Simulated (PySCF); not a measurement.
**The bond of SnBi, level by level**

An exercise on one series of results from a longer session: the logs are not shown, and one member is left open.

Computed with PySCF 2.14.0. Level: Sn def2-SVP with ECP28, Bi def2-SVP with ECP60, scalar-relativistic core potentials.

Set-up of the first run:

The job is set up so:

| Quantity | Value |
| --- | --- |
| atoms | Sn, Bi |
| charge | 0 |
| basis | Sn def2-SVP with ECP28, Bi def2-SVP with ECP60 |
| Hamiltonian | scalar-relativistic core potentials |
| basis functions | 52 |
| electrons treated | 45 |
| masses in u | 119.9022, 208.9804 |
| levels | PBE0, PBE, r²SCAN, MN15, r²SCANh, PW91, HF, MP2, SCS-MP2, CCSD, CCSD(T) |
| grid | 80 radial by 434 angular points |
| occupations | held fixed by the projection of orbital angular momentum |
| dissociation limit | Sn + Bi, each in its ground configuration |
| starting distance in angstrom | 2.810 |
| values of 2S to try | 1, 3, 5 |

Among the steps run: The job; The PBE0 curve of the state that the search chose; Higher solutions at PBE0; PBE (GGA); r²SCAN; MN15 (hybrid meta-GGA); r²SCANh (hybrid meta-GGA); PW91; UHF (mean field); Correlated methods on the Hartree–Fock reference.

One of the session's tables, all rows but one given; the rest of the session is left out.

It belongs to the step «The curves together». Energy (eV) from each level's lowest point:

| R (Å) | UHF | UHF-MP2 | UHF-SCS-MP2 | UHF-CCSD | UHF-CCSD(T) |
| --- | --- | --- | --- | --- | --- |
| 2.339 | 1.127 | 1.420 | 1.428 | n/a | n/a |
| 2.448 | 0.381 | 0.834 | 0.835 | 0.636 | 0.707 |
| 2.557 | 0.115 | 0.216 | 0.229 | 0.219 | 0.258 |
| 2.638 | 0.007 | 0.053 | 0.059 | 0.060 | 0.084 |
| 2.720 | 0.000 | 0.000 | 0.000 | 0.000 | 0.006 |
| 2.802 | 0.067 | 0.027 | 0.019 | 0.012 | 0.000 |
| 2.910 | 0.238 | 0.149 | 0.131 | 0.107 | 0.069 |
| 3.046 | ? | ? | ? | ? | ? |
| 3.210 | 0.951 | 0.830 | 0.779 | 0.562 | 0.461 |

Q: Estimate the row for R (Å) = 3.046 from the others.

Worked estimate for «UHF». A straight line through the neighbours (2.910, 0.238) and (3.210, 0.951) gives 0.238 + (0.951 − 0.238) × (3.046 − 2.910) / (3.210 − 2.910) = 0.561; a parabola fitted to 3 rows on both sides gives 0.518.

The run gave: UHF: 0.537; UHF-MP2: 0.397; UHF-SCS-MP2: 0.363; UHF-CCSD: 0.301; UHF-CCSD(T): 0.230. In «UHF» the line misses by +0.024 and the parabola by -0.019.

State 3 has its PBE0 minimum 0.82 eV higher. The other levels ran on the lowest alone.
